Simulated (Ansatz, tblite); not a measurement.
**[Co(PH3)Cl5]2- (Cl5CoH3P (-2)): one state, many levels**

The task here is to estimate one member of a computed series from the others.

The runs use Ansatz 0.2.0, Gaussian basis; as each input shows.

Levels to be run: GFN1-xTB, GFN2-xTB, PBE-D4/def2-TZVPD, r2SCAN-D4/def2-TZVPD, CAM-B3LYP-D4/def2-TZVPD, ωB97X-V/def2-TZVPD, BLYP-D4/def2-TZVPD, B2PLYP/def2-TZVPD, r2SCANh-D4/def2-TZVPD, PBE-D4/def2-SVPD, PBE0-D4/def2-SVPD, HF/STO-3G, MP2/def2-TZVPD, RPA/def2-TZVPD.

9 further runs of the same task are left out: 7 that didn't finish, 2 set aside as unsound or not needed.

## The geometry

The geometry is that of the singlet, from an earlier relaxation (PBE0-D4/def2-SVPD).

10 atoms, charge -2, spin multiplicity 1.

Bond lengths: Co1–P2 2.188 Å, Co1–Cl6 2.292 Å, Co1–Cl7 2.306 Å, Co1–Cl8 2.321 Å, Co1–Cl9 2.299 Å, Co1–Cl10 2.331 Å, P2–H3 1.419 Å, P2–H4 1.415 Å, P2–H5 1.423 Å. Angles: P2–Co1–Cl6 175.3°, P2–Co1–Cl7 87.2°, P2–Co1–Cl8 82.8°, P2–Co1–Cl9 89.3°, P2–Co1–Cl10 80.3°, Cl6–Co1–Cl7 94.9°, Cl6–Co1–Cl8 95.2°, Cl6–Co1–Cl9 94.9°, Cl6–Co1–Cl10 95.5°, Cl7–Co1–Cl8 169.9°, Cl7–Co1–Cl9 89.2°, Cl7–Co1–Cl10 89.5°, Cl8–Co1–Cl9 89.3°, Cl8–Co1–Cl10 90.2°, Cl9–Co1–Cl10 169.5°, Co1–P2–H3 117.7°, Co1–P2–H4 117.8°, Co1–P2–H5 118.0° and more.

Geometry (Å):

```xyz
10

Co    0.02015    0.04362   -0.92664
P    -0.01744   -0.03616    1.25961
H     1.14387   -0.51186    1.92242
H    -1.00815   -0.83903    1.87269
H    -0.21416    1.18117    1.96954
Cl   -0.02350   -0.04107   -3.21640
Cl    2.32090    0.05605   -0.77517
Cl   -2.28670    0.07400   -0.67470
Cl    0.03426    2.33958   -0.81467
Cl    0.03077   -2.26629   -0.61667
```

Formally the metal is d6. No spin-orbit coupling is included. The ion is computed in the gas phase, without counter-ions or solvent.

PBE0-D4/def2-TZVPD was run before; its log isn't repeated, and its numbers join the tables.

Set-up of the first run:

Tight binding, by tblite at 300 K electronic temperature and without a spin-polarisation term:

```python
tblite.interface.Calculator('GFN1-xTB', numbers, positions, charge=-2, uhf=0).singlepoint()
```

Tight binding, by tblite at 300 K electronic temperature and without a spin-polarisation term:

```python
tblite.interface.Calculator('GFN2-xTB', numbers, positions, charge=-2, uhf=0).singlepoint()
```

start.molden holds the orbitals of an earlier run on this state, given as this run's starting guess.

Contents of in.yaml:

```yaml
crystal:
  periodic: [false, false, false]
  atoms:
    - {symbol: Co, position_ang: [0.020153, 0.043620, -0.926637]}
    - {symbol: P, position_ang: [-0.017440, -0.036162, 1.259608]}
    - {symbol: H, position_ang: [1.143866, -0.511864, 1.922421]}
    - {symbol: H, position_ang: [-1.008152, -0.839032, 1.872687]}
    - {symbol: H, position_ang: [-0.214155, 1.181174, 1.969543]}
    - {symbol: Cl, position_ang: [-0.023499, -0.041067, -3.216405]}
    - {symbol: Cl, position_ang: [2.320901, 0.056047, -0.775175]}
    - {symbol: Cl, position_ang: [-2.286697, 0.073996, -0.674700]}
    - {symbol: Cl, position_ang: [0.034263, 2.339583, -0.814670]}
    - {symbol: Cl, position_ang: [0.030770, -2.266293, -0.616671]}
basis:
  gaussian: {orbitals: def2-TZVPD, initial_orbitals: start.molden}
total_charge: -2
hamiltonian: {xc: pbe, dispersion: d4}
scf: {omitted_lower_state_checks: [starts]}
output: {orbitals: {seedname: orbitals}}
```

On the command line:

```console
> ansatz run in.yaml --threads 4 --pin off --events-out ev --progress --plain --max-ram 8704MiB
```

Among the steps run: PBE-D4/def2-TZVPD; r2SCAN-D4/def2-TZVPD; CAM-B3LYP-D4/def2-TZVPD; ωB97X-V/def2-TZVPD; BLYP-D4/def2-TZVPD; B2PLYP/def2-TZVPD; r2SCANh-D4/def2-TZVPD; PBE-D4/def2-SVPD; PBE0-D4/def2-SVPD; HF/STO-3G; MP2/def2-TZVPD; RPA/def2-TZVPD.

One of the session's tables, all rows but one given; the rest of the session is left out.

```
                  level  LUMO (eV)  gap (eV)
              HF/STO-3G      18.07     17.26
       PBE-D4/def2-SVPD       3.54      1.27
      PBE-D4/def2-TZVPD       3.61      1.30
     BLYP-D4/def2-TZVPD       3.75      1.41
   r2SCAN-D4/def2-TZVPD       3.73      1.90
  r2SCANh-D4/def2-TZVPD          ?         ?
      PBE0-D4/def2-SVPD       4.62      4.08
     PBE0-D4/def2-TZVPD       4.73      4.18
CAM-B3LYP-D4/def2-TZVPD       5.67      6.47
     ωB97X-V/def2-TZVPD       6.60      8.41
```

Estimate the missing values for r2SCANh-D4/def2-TZVPD.

As computed: LUMO (eV): 4.15; gap (eV): 3.02. In the column «LUMO (eV)» it lies between BLYP-D4/def2-TZVPD (3.75) and PBE0-D4/def2-SVPD (4.62).
